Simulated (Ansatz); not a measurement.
# ClH4SbSi: vertical ionisation energy

How much energy removes an electron from ClH4SbSi at fixed geometry? The cation is run at each level and the neutral's energy taken from earlier runs.

Program: Ansatz 0.2.0, Gaussian basis. Level of theory: unrestricted cation, the program's frozen cores in correlated methods. These are calculated values, not measurements.

Levels to be run: UKS PBE-D4/def2-TZVPP; UKS r2SCAN-D4/def2-TZVPP; UKS PBE0-D4/def2-TZVPP; UKS B3LYP-D4/def2-TZVPP; UKS wB97X-V/def2-TZVPP; UKS wB97M-V/def2-TZVPP; UKS B2PLYP/def2-TZVPP; UHF-CCSD(T)/def2-TZVPP; UHF-MP2/def2-QZVPP; extrapolation to the limit; then −ε(HOMO) from the neutral's earlier runs with LDA (SPW92), PBE-D4, revPBE-D4, BLYP-D4, r2SCAN-D4, B97M-V, PBE0-D4, B3LYP-D4, r2SCANh-D4, r2SCAN0-D4, HSE06-D4, BHLYP-D4, CAM-B3LYP-D4, LC-ωPBE, ωB97X-V, ωB97M-V.

## Step 1: The geometry

An earlier PBE0-D4 in a triple-zeta def2 set relaxation fixed the geometry. Sb takes the def2 core potential; no spin-orbit term is included.

SMILES `[SiH3][SbH][Cl]`, 7 atoms, charge 0, spin multiplicity 1.

Atoms are counted from 1 here; the program's logs count them from 0.

Bond lengths: Si1–Sb2 2.585 Å, Si1–H4 1.485 Å, Si1–H5 1.483 Å, Si1–H6 1.489 Å, Sb2–Cl3 2.368 Å, Sb2–H7 1.714 Å. Angles: Sb2–Si1–H4 108.3°, Sb2–Si1–H5 110.4°, Sb2–Si1–H6 108.7°, H4–Si1–H5 110.2°, H4–Si1–H6 109.1°, H5–Si1–H6 110.1°, Si1–Sb2–Cl3 92.7°, Si1–Sb2–H7 90.0°, Cl3–Sb2–H7 94.4°.

## Step 2: Cation, UKS PBE-D4/def2-TZVPP

The input, in.yaml:

```yaml
crystal:
  periodic: [false, false, false]
  atoms:
    - {symbol: Si, position_ang: [-0.883457, 0.421849, -0.104180]}
    - {symbol: Sb, position_ang: [0.790584, -1.473105, 0.431339]}
    - {symbol: Cl, position_ang: [2.230625, -0.853278, -1.343046]}
    - {symbol: H, position_ang: [-1.608270, 0.065811, -1.350308]}
    - {symbol: H, position_ang: [-0.169235, 1.710141, -0.278727]}
    - {symbol: H, position_ang: [-1.859442, 0.526168, 1.014920]}
    - {symbol: H, position_ang: [1.560393, -0.465586, 1.584401]}
basis:
  gaussian: {orbitals: def2-TZVPP}
total_charge: 1
magnetization: {spin_polarized: true, initial_magnetization: 1}
hamiltonian: {xc: pbe, dispersion: d4}
```

Run with:

```bash
> ansatz run in.yaml --threads 4 --pin off --events-out ev --progress --plain --max-ram 10444MiB
```

The runs that follow: Cation, UKS r2SCAN-D4/def2-TZVPP; Cation, UKS PBE0-D4/def2-TZVPP; Cation, UKS B3LYP-D4/def2-TZVPP; Cation, UKS wB97X-V/def2-TZVPP; Cation, UKS wB97M-V/def2-TZVPP; Cation, UKS B2PLYP (frozen core)/def2-TZVPP; Cation, UHF-CCSD(T)/def2-TZVPP; Cation, UHF-MP2/def2-QZVPP.

Q: Predict the results of all the runs planned. Wanted: ionisation energy, CCSD(T)/CBS; nearest functional by difference; nearest −ε(HOMO); −ε(HOMO) of PBE; T1 of the cation.

**Answer**, as computed:

| quantity | value |
| --- | --- |
| ionisation energy, CCSD(T)/CBS | 9.45 eV |
| nearest functional by difference | ωB97X-V (-0.13 eV) |
| nearest −ε(HOMO) | ωB97X-V (-0.05 eV) |
| −ε(HOMO) of PBE | 6.26 eV |
| T1 of the cation | 0.022 |

What this shows: Energy differences with functionals land within 0.43 eV of the reference. −ε(HOMO) of PBE misses by 3.2 eV, since self-interaction lifts the level. Among orbital estimates ωB97X-V comes nearest. Hartree-Fock falls 0.91 eV short, as the neutral has more correlation energy than the cation. Correlated methods include outer-core shells of Sb, which these sets cover unevenly. With outer-core shells in play the reference is unsure by up to some tenths of an eV, so close misses can't be ranked.
